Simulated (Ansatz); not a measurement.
# Li+ with NH₃: superposition error and deformation

An exercise on one series of results from a longer session: the logs are not shown, and one member is left open.

Computed with Ansatz 0.2.0, Gaussian basis. Level: PBE0-D4 structures, single points in def2-TZVPPD.

Levels: PBE-D4, revPBE-D4, BLYP-D4, r2SCAN-D4, B97M-V, PBE0-D4, B3LYP-D4, HSE06-D4, wB97X-V, wB97M-V, B2PLYP, Hartree-Fock, MP2, CCSD, CCSD(T).

Cores are frozen in the correlated methods. The outer core shell of Li, Na, Mg and K is correlated. B3LYP uses VWN-RPA correlation. B2PLYP carries no dispersion term here.

129 further runs of the same task are left out: 129 set aside as unsound or not needed.

**Starting geometry**

The relaxed pair: 5 atoms, charge 1, spin multiplicity 1.

Atoms are counted from 1 here; the program's logs count them from 0.

Bond lengths: Li1–N2 1.957 Å, N2–H3 1.019 Å, N2–H4 1.019 Å, N2–H5 1.019 Å. Angles: Li1–N2–H3 113.7°, Li1–N2–H4 113.7°, Li1–N2–H5 113.7°, H3–N2–H4 104.9°, H3–N2–H5 104.9°, H4–N2–H5 104.9°.

Geometry (Å):

```
Li    0.0003    0.0170   -1.8116
N     0.0000   -0.0014    0.1456
H    -0.5178   -0.7808    0.5480
H     0.9305   -0.0658    0.5550
H    -0.4130    0.8309    0.5632
```

Atoms 1 to 1 are fragment A (Li+), the rest fragment B (NH₃). From earlier runs, pair energy (eV) and counterpoise interaction (kJ/mol):

| method | E(pair) | interaction |
| --- | --- | --- |
| PBE-D4 | -1737.01615 | -168.68 |
| revPBE-D4 | -1739.22993 | -165.03 |
| BLYP-D4 | -1739.02337 | -168.34 |
| r2SCAN-D4 | -1738.62202 | -161.77 |
| B97M-V | -1740.05941 | -163.89 |
| PBE0-D4 | -1737.31628 | -171.41 |
| B3LYP-D4 | -1739.95870 | -171.70 |
| HSE06-D4 | -1737.20577 | -171.37 |
| wB97X-V | -1738.98360 | -168.49 |
| wB97M-V | -1738.61356 | -168.10 |
| B2PLYP | -1738.26680 | -168.67 |
| Hartree-Fock | -1728.51634 | -168.56 |
| MP2 | -1735.72761 | -162.18 |
| CCSD(T) | -1736.39417 | -162.04 |

First each fragment is run alone in its own basis, frozen in the shape it has in the pair (a, b).

The first run:

Contents of a/in.yaml:

```yaml
crystal:
  periodic: [false, false, false]
  atoms:
    - {symbol: Li, position_ang: [0.000310, 0.016994, -1.811643]}
basis:
  gaussian: {orbitals: "def2-TZVPPD.json"}
total_charge: 1
hamiltonian: {xc: {name: wB97X-V}}
```

Contents of b/in.yaml:

```yaml
crystal:
  periodic: [false, false, false]
  atoms:
    - {symbol: N, position_ang: [-0.000025, -0.001387, 0.145596]}
    - {symbol: H, position_ang: [-0.517779, -0.780818, 0.548009]}
    - {symbol: H, position_ang: [0.930451, -0.065753, 0.554973]}
    - {symbol: H, position_ang: [-0.412958, 0.830865, 0.563165]}
basis:
  gaussian: {orbitals: "def2-TZVPPD.json"}
hamiltonian: {xc: {name: wB97X-V}}
```

The basis file named in the input lies beside it (Basis Set Exchange, JSON).

One command serves all of them, each in its own folder.

Started as:

```sh
ansatz run in.yaml --threads 2 --pin off --events-out ev --progress --plain --max-ram 5222MiB
```

Steps of the session up to this table: wB97X-V/def2-TZVPPD; wB97M-V/def2-TZVPPD; B2PLYP/def2-TZVPPD; B97M-V/def2-TZVPPD; CCSD(T)/def2-TZVPPD; Relaxing NH₃ alone; PBE-D4/def2-TZVPPD; r2SCAN-D4/def2-TZVPPD; PBE0-D4/def2-TZVPPD; B3LYP-D4/def2-TZVPPD; BLYP-D4/def2-TZVPPD; revPBE-D4/def2-TZVPPD; HSE06-D4/def2-TZVPPD.

One of the session's tables, all rows but one given; the rest of the session is left out.

```
      method  interaction with counterpoise (kJ/mol)
      PBE-D4                                 -168.68
   revPBE-D4                                 -165.03
     BLYP-D4                                 -168.34
   r2SCAN-D4                                 -161.77
      B97M-V                                 -163.89
     PBE0-D4                                 -171.41
    B3LYP-D4                                 -171.70
    HSE06-D4                                 -171.37
     wB97X-V                                 -168.49
     wB97M-V                                 -168.10
      B2PLYP                                 -168.67
Hartree-Fock                                 -168.56
         MP2                                 -162.18
        CCSD                                       ?
     CCSD(T)                                 -162.04
```

Q: Estimate the row for CCSD from the others.

As computed: interaction with counterpoise (kJ/mol): -163.22. In the column «interaction with counterpoise (kJ/mol)» it lies between B97M-V (-163.89) and MP2 (-162.18).
